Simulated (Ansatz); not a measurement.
This script makes an equation of state with a fit of CsAuF3, space group Pm-3m with Ansatz 0.2.0, Python API.

`csauf3_eos.py`
```python
# -*- coding: utf-8 -*-
"""Equation of state of CsAuF3."""

from dataclasses import dataclass
import warnings

import ansatz as az
import numpy as np
from pymatgen.analysis.eos import EOS


@dataclass(frozen=True)
class Options:
    functional: str = "pbesol"
    filling: str = "fermi_dirac"
    sigma: float = 0.1
    mesh: tuple[int, ...] = (5, 5, 5)


cfg = Options()

vectors0 = np.array([
    [4.567677, 0.0, 0.0],
    [0.0, 4.567677, 0.0],
    [0.0, 0.0, 4.567677],
])
sites = [
    ("Cs", (0.5, 0.5, 0.5)),
    ("Au", (0.0, 0.0, 0.0)),
    ("F", (0.0, 0.0, 0.5)),
    ("F", (0.5, 0.0, 0.0)),
    ("F", (0.0, 0.5, 0.0)),
]


def on_lattice(cell):
    crystal = az.Crystal(lattice=az.Lattice.of(cell))
    for symbol, position in sites:
        crystal = crystal.atom(symbol, position)
    return crystal

warnings.simplefilter("ignore", az.DeckWarning)

# scale the volume, keep shape and fractions
volumes, energies = [], []
for scale in np.linspace(0.92, 1.08, 7):
    cell = vectors0 * scale ** (1 / 3)
    job = (
        on_lattice(cell).calculation()
        .functional(cfg.functional)
        .basis(17 * az.Ha)
        .occupations(cfg.filling, width=cfg.sigma)
        .pseudopotentials("paw")
        .kpoints(*cfg.mesh)
    )
    r = job.run().report
    volumes.append(abs(np.linalg.det(cell)) / len(sites))
    energies.append(r["free_energy_ev"] / len(sites))
    print(f"V = {volumes[-1]:8.4f} A^3/atom  F = {energies[-1]:.5f} eV/atom")

for form in ["murnaghan"]:
    fit = EOS(eos_name=form).fit(volumes, energies)
    print(f"{form:18s} V0 {fit.v0:8.4f} A^3/atom  B0 {fit.b0_GPa:7.1f} GPa  B1 {fit.b1:5.2f}")
```

Its results, one of them left out:

| V (Å³/atom) | F less the lowest row shown (meV/atom) |
| --- | --- |
| 17.535 | ? |
| 18.043 | 0.00 |
| 18.551 | 5.61 |
| 19.060 | 15.98 |
| 19.568 | 30.29 |
| 20.076 | 47.87 |
| 20.584 | 68.16 |

What is the missing energy at 17.535 Å³ an atom?

A third-order Birch-Murnaghan fit, E = E0 + (9 V0 B0 / 16) [(t - 1)³ B' + (t - 1)² (6 - 4t)] with t = (V0/V)^(2/3), through the 6 rows shown gives V0 = 17.793 Å³, B0 = 68.7 GPa, B' = 5.38 and E0 = -0.73 meV. At V = 17.535 Å³, t = 1.00979, and the fit extrapolates to 0.10 meV. The run gave 0.07 meV, a miss of 0.02 meV.

Caveats:
- The cell holds an odd number of electrons and is run without spin, so a magnetic state may lie lower.
- The mesh is modest for a metal, so energies can be off by several to tens of meV an atom and pressures by half a GPa or more; differences at equal mesh fare better.
- Spin-orbit coupling, which matters for elements this heavy, is left out.
- This cell is a computed structure, which may not be the phase found in nature.
- The whole script took 11 s on 1 thread of Arm Neoverse V2 (shared host), peak memory 0.52 GiB.
